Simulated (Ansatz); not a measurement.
# ClF2H3HfO2: the cost of one run

Method: RKS BHLYP-D4/def2-SVP, in Ansatz 0.2.0.

### Step 1. Starting point

Bond lengths: Hf1–F2 2.330 Å, Hf1–O3 2.070 Å, O3–H4 1.010 Å, Hf1–O5 2.069 Å, O5–H6 1.010 Å, Hf1–F7 1.979 Å, Hf1–Cl8 2.820 Å. Angles: F2–Hf1–O3 109.4°, F2–Hf1–O5 109.5°, F2–Hf1–F7 109.5°, F2–Hf1–Cl8 71.6°, O3–Hf1–O5 109.5°, O3–Hf1–F7 109.5°, O3–Hf1–Cl8 67.1°, O5–Hf1–F7 109.5°, O5–Hf1–Cl8 72.9°, F7–Hf1–Cl8 176.5°, Hf1–O3–H4 109.5°, Hf1–O5–H6 109.5°.

Structure file:

```xyz
9

Hf    0.0000    0.0000    0.0000
F     0.0000    0.0000    2.3300
O     1.9520    0.0000   -0.6893
H     2.2684   -0.9521   -0.8060
O    -0.9750    1.6891   -0.6893
H    -1.9328    1.4584   -0.9117
F    -0.9326   -1.6157   -0.6593
Cl    1.4789    2.2303    0.8892
H     0.7243    1.0923    2.1347
```

### Step 2. A restrained relaxation towards end A

Springs on the bonds that form and break draw the guess towards this end; the thresholds are loose.

File input.yaml:

```yaml
crystal:
  periodic: [false, false, false]
  atoms:
    - { symbol: Hf, position_ang: [0.0, 0.0, 0.0] }
    - { symbol: F, position_ang: [0.0, 0.0, 2.33] }
    - { symbol: O, position_ang: [1.952, 0.0, -0.6893] }
    - { symbol: H, position_ang: [2.2684, -0.9521, -0.806] }
    - { symbol: O, position_ang: [-0.975, 1.6891, -0.6893] }
    - { symbol: H, position_ang: [-1.9328, 1.4584, -0.9117] }
    - { symbol: F, position_ang: [-0.9326, -1.6157, -0.6593] }
    - { symbol: Cl, position_ang: [1.4789, 2.2303, 0.8892] }
    - { symbol: H, position_ang: [0.7243, 1.0923, 2.1347] }
basis:
  gaussian: { orbitals: def2-SVP }
hamiltonian:
  xc: { name: BHLYP }
  dispersion: d4
relax:
  f_tol: 0.15
  max_steps: 25
  restrain:
    - { distance: [0, 7], at: 3.72, k: 30.0 }
    - { distance: [8, 1], at: 2.12, k: 30.0 }
    - { distance: [0, 1], at: 1.98, k: 30.0 }
    - { distance: [8, 7], at: 1.37, k: 30.0 }
```

Launch:

```sh
$ ansatz run input.yaml --threads 4 --pin off --max-ram 5120MiB --backend cpu --events-out ev --progress --plain --runs-dir out
```

What time and memory should one allow on 4 threads of Arm Neoverse V2, shared host?

About 29 s, with a peak of 0.3 GiB.
